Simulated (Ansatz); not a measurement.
This script makes a comparison of functionals at one structure of MgZn2O3, space group P-3m1 with the Ansatz DFT code, driven from Python.

`xc.py`:
```python
"""Functional comparison for MgZn2O3 (totals differ with the potentials too)."""

import argparse

import ansatz

parser = argparse.ArgumentParser(description="Functional comparison for MgZn2O3 (totals differ with the potentials too).")
parser.add_argument("--kmesh", type=int, nargs=3, default=[12, 12, 4], help="k-point sampling")
parser.add_argument("--filling", required=True, help="how the bands are filled")
parser.add_argument("--width-ev", type=float, default=0.02, help="smearing width (eV)")
args = parser.parse_args()

cell = (
    ansatz.Lattice.of((3.052599, 0.0, 0.0), (-1.5263, 2.643628, 0.0), (0.0, 0.0, 7.452043))
    .atom("Mg", (0.0, 0.0, 0.0))
    .atom("Zn", (1 / 3, 2 / 3, 0.668416))
    .atom("Zn", (2 / 3, 1 / 3, 0.331584))
    .atom("O", (1 / 3, 2 / 3, 0.1607))
    .atom("O", (2 / 3, 1 / 3, 0.8393))
    .atom("O", (0.0, 0.0, 0.5))
)

calc = cell.calculation()
calc = calc.kpoints(mesh=args.kmesh, center="gamma")
calc = calc.occupations(args.filling, width=args.width_ev).stress()

rows = []
for value in ["lda", "pbesol", "blyp"]:
    data = calc.functional(value).run(threads=1).report
    rows.append((value, data["free_energy_ev"] / len(data["lattice"]["sites"]), data["n_iterations"], sum(data["stress_gpa"][i][i] for i in range(3)) / 3, data["n_kpoints"]))

print("  functional   F/atom (eV)    iterations       P (GPa)      k-points")
for row in rows:
    print(f"{str(row[0]):>12s}  {row[1]:12.5f}  {row[2]:12d}  {row[3]:12.3f}  {row[4]:12d}")
```

Rank the functionals by the pressure that they give at this structure. What does the order say about their lattices?

From lowest to highest: LDA (-13.5 GPa), PBEsol (-7.2 GPa) and BLYP (4.0 GPa). At a fixed cell a lower pressure usually means a smaller equilibrium volume, so LDA prefers the smallest cell and BLYP the largest.

The output:

```console
$ python xc.py --filling cold
DeckWarning: basis.ecutwfc = 420 eV, auto-derived from the records' recommended cutoffs: set by Mg (normal level)
  functional   F/atom (eV)    iterations       P (GPa)      k-points
         lda   -1677.22708             8       -13.492            69
      pbesol   -1693.27235             8        -7.241            69
        blyp   -1715.88386             8         3.979            69
```
(Warnings from the package without file and line.)

Reading the output:
- Pressure is positive in compression.
- The structure comes from a database of computed cells and needn't be a stable or known phase.
- Total energies of different functionals can't be compared; pressures, moments and gaps at this one structure can.
- Run time: 26 s on 1 thread of Arm Neoverse V1, with other jobs on the host, peak memory 0.43 GiB.
